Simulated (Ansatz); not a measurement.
# Cu(PH3)(OH) (CuH4OP): trial inputs and their diagnosis

Aim: try 2 inputs for Cu(PH3)(OH) (CuH4OP) as typed, read how each ends, and find what has to change.

The runs use Ansatz 0.2.0, Gaussian basis; the settings change from run to run.

### Step 1. The relaxed structure

The structure was relaxed beforehand with B3LYP-D4 in a triple-zeta def2 set.

7 atoms, charge 0, spin multiplicity 1.

Atoms are counted from 1 here; the program's logs count them from 0.

Bond lengths: Cu1–P2 2.154 Å, Cu1–O6 1.796 Å, P2–H3 1.409 Å, P2–H4 1.409 Å, P2–H5 1.409 Å, O6–H7 0.961 Å. Angles: P2–Cu1–O6 175.5°, Cu1–P2–H3 119.9°, Cu1–P2–H4 118.8°, Cu1–P2–H5 119.5°, H3–P2–H4 98.0°, H3–P2–H5 97.9°, H4–P2–H5 98.0°, Cu1–O6–H7 114.5°.

### Step 2. Try 1

in.yaml

```yaml
crystal:
  periodic: [false, false, false]
  atoms:
    - {symbol: Cu, position_ang: [-0.030562, 0.052261, -0.950342]}
    - {symbol: P, position_ang: [-0.060547, 0.078288, 1.203233]}
    - {symbol: H, position_ang: [-0.770439, -0.914153, 1.908138]}
    - {symbol: H, position_ang: [-0.593772, 1.204891, 1.860317]}
    - {symbol: H, position_ang: [1.152493, -0.007994, 1.914608]}
    - {symbol: O, position_ang: [-0.078251, 0.150640, -2.742916]}
    - {symbol: H, position_ang: [0.381088, -0.563942, -3.193027]}
basis:
  gaussian: {orbitals: def2-SVP}
total_charge: 1
magnetization: {spin_polarized: true, initial_magnetization: 2}
hamiltonian: {xc: {name: wPBEh}}
scf: {omitted_lower_state_checks: [starts]}
```

Command:

```
$ ansatz run in.yaml --threads 4 --pin off --events-out ev --progress --plain --max-ram 3916MiB
```

Output:

```text
Error: a molecule whose nuclei and cores have a total charge of 56 cannot have a net charge of 1 together with 2 unpaired electrons
```

It took 0.05 s on 4 threads of Intel Xeon at 2.60GHz, shared host.

Diagnosis: Refused before any calculation. The number of unpaired electrons doesn't fit the electron count. To mend it, make charge and initial_magnetization agree: an even electron count takes an even number of unpaired electrons.

### Step 3. Try 2

in.yaml

```yaml
crystal:
  periodic: [false, false, false]
  atoms:
    - {symbol: Cu, position_ang: [-0.030562, 0.052261, -0.950342]}
    - {symbol: P, position_ang: [-0.060547, 0.078288, 1.203233]}
    - {symbol: H, position_ang: [-0.770439, -0.914153, 1.908138]}
    - {symbol: H, position_ang: [-0.593772, 1.204891, 1.860317]}
    - {symbol: H, position_ang: [1.152493, -0.007994, 1.914608]}
    - {symbol: O, position_ang: [-0.078251, 0.150640, -2.742916]}
    - {symbol: H, position_ang: [0.381088, -0.563942, -3.193027]}
basis:
  gaussian: {orbitals: def2-TZVP, final_grid: {core_spheres: 5, valence_spheres: 4, degree: 11}, nuclear_model: gaussian}
total_charge: -2
magnetization: {spin_polarized: true, initial_magnetization: 0}
hamiltonian: {xc: {name: CAM-B3LYP}, dispersion: d4}
scf: {omitted_lower_state_checks: [starts]}
```

Launched as before.

Output (excerpt; [...] marks lines left out):

```text
Functional definition: CAM-B3LYP
  name "CAM-B3LYP"
  cite "Yanai, Tew & Handy, Chem. Phys. Lett. 393, 51 (2004) doi:10.1016/j.cplett.2004.06.011"
  cite "Iikura, Tsuneda, Yanai & Hirao, J. Chem. Phys. 115, 3540 (2001) doi:10.1063/1.1383587"
  cite "Becke, Phys. Rev. A 38, 3098 (1988) doi:10.1103/PhysRevA.38.3098"
  cite "Lee, Yang & Parr, Phys. Rev. B 37, 785 (1988) doi:10.1103/PhysRevB.37.785"
  cite "Vosko, Wilk & Nusair, Can. J. Phys. 58, 1200 (1980) doi:10.1139/p80-159"
[...]
  # Exact exchange under (alpha + beta erf(omega r))/r, Becke's under what is left of 1/r.
[...]
1151 factors; their error is unknown
251 factors; integrals over basis functions are off by at most 2.1e-5 eV
[...]
a density is far from that of the atoms, so the factors are made again for it
1123 factors; integrals over basis functions are off by at most 1.0e-3 eV
256 factors; integrals over basis functions are off by at most 1.3e-5 eV
mean field -56039.46527934 eV, -2059.4123641021 hartree, gradient 7.1e-6 eV, S^2 0.000000; 0 other end points of the search recorded, 0 dependent functions left out
reference -56039.46538948 eV, -2059.4123681496 hartree; 29, 29 occupied and 108, 108 virtual orbitals, 1123 factors
Total energy: -56039.63897952 eV, -2059.4187474659 hartree
Checks for a lower state left out: starts
```

Run time: 7 s. Hardware: 4 threads of Intel Xeon at 2.60GHz, shared host; peak memory 0.69 GiB.

**Diagnosis.** It ended without an error, which proves nothing about the input. The charge is far from anything that the molecule holds. It asks for charge -2; the species has 0. Its energy belongs to another ion. Fix: type the charge that the molecule really has.

### Step 4. How the tries ended

```csv
try,level,ended,cause,time
1,wPBEh/def2-SVP,refused,the number of unpaired electrons doesn't fit the electron count,0.05 s
2,CAM-B3LYP/def2-TZVP,converged,the charge is far from anything that the molecule holds,7 s
```

In words: 1 refused, 1 converged. A refusal costs next to no computing time. The dangerous case is the input that converges on a wrong geometry, charge, spin, basis or grid: often only a look at the input shows it.
